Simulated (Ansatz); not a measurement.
Runs of Ansatz 0.2.0 on YbH3. Symmetry: Fm-3m, No. 225, cubic system. Conventional cell: a = 5.210 Å, b = 5.210 Å, c = 5.210 Å, α = 90.00°, β = 90.00°, γ = 90.00°. Yb (site symmetry m-3m) is surrounded by 8 H at 2.26 Å. H (site symmetry m-3m) has 8 H at 2.26 Å as nearest neighbours. H (site symmetry -43m) is surrounded by 4 Yb at 2.26 Å and 4 H at 2.26 Å. The cell comes from a database or a generator and needn't be the stable form of this composition.

| level | U | hubbard projectors | double counting | gap on the mesh (eV) | pressure (GPa) | moment (μB) |
| --- | --- | --- | --- | --- | --- | --- |
| PBE+U | Yb f U = 4 eV | ortho-atomic (the default) | fll (the default) | none | -3.6 | 0.36 |
| PBE+U | Yb f U = 8 eV | ortho-atomic (the default) | fll (the default) | none | -0.9 | (c) |
| PBE | - | - | - | none | (a) | 0.17 |
| PBE+U | Yb f U = 2 eV | ortho-atomic (the default) | fll (the default) | none | -4.3 | (b) |
| PBE+U | Yb f U = 1 eV | ortho-atomic (the default) | fll (the default) | none | -4.9 | 0.15 |

Alike in all rows: task projected density of states; potentials or basis Ansatz PAW; spin collinear, ferromagnetic start; cell as given; k mesh 9 × 9 × 9; cutoff (eV) 420; smearing fermi-dirac 0.05 eV.

Problem. Fill in the values left out.

Solution. (a) -5.4; (b) 0.33; (c) 0.00.

Caveats: spin-orbit coupling is left out, which moves the levels of the heavy elements; the magnetic or orbital state may not be the lowest (some runs); without U or exact exchange the open f shell lies at the Fermi level, which spoils levels, moments and volumes (some runs).

A k mesh can miss the band edges, and the runs leave out spin-orbit coupling on Yb.

A gap of «none» marks a metal or a gap under the smearing width.
